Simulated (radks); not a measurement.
**Cd³⁺ in [Kr] 4d9: an all-electron calculation**

Aim: the levels, the sizes of the orbitals and the parts of the energy of the cadmium ion Cd3+.

The numbers are computed with radks (a radial shooting solver on a logarithmic mesh, Libxc functionals) version 1 (scalar-relativistic Kohn-Sham, OLYP, spin-polarised, spherical densities, point nucleus; open shells are filled with parallel spins first), except any that are marked as measured or tabulated.

## Step 1: The system

| Quantity | Value |
| --- | --- |
| element | cadmium (Z = 48) |
| charge | +3 |
| electrons | 45 |
| configuration | [Kr] 4d9 |

Outer shells as boxes (Hund's rule):

Cd³⁺
```
[Kr] core
4d [↑↓][↑↓][↑↓][↑↓][↑ ]
```

## Step 2: Self-consistent calculation

Input:

```text
Z 48
configuration [Kr] 4d9 5s0 5p0 4f0 5d0
relativity scalar-relativistic
functional optx,lyp
spin polarised
nucleus point
c 137.035999084
```

The run is started by

```bash
$ python run_ks.py task.json out
```

This one command runs every case of the session in turn.

**Question.** What will this run give?

As calculated:

```
                        quantity                     value
                    total energy       -5594.54783 hartree
exchange-correlation share of it                    2.78 %
                            −T/E                    1.0406
          highest occupied level       4d down, -45.543 eV
    most extended occupied level  4d down, <r> = 1.19 bohr
 radius at density 0.001 e/bohr³                 3.03 bohr
    maxima of the radial density                         4
         ionisation energy, NIST            51 (theory) eV
```

4 principal shells are occupied and 4 maxima appear in the radial density. Relativity lifts −T/E to 1.041. Minus the highest eigenvalue, 45.543 eV, is 89 % of the tabulated ionisation energy (51 eV); the potential of a semilocal functional falls off too fast, so its top eigenvalue is too shallow. Open shells are spherical and high-spin; term and fine-structure splittings are not resolved.
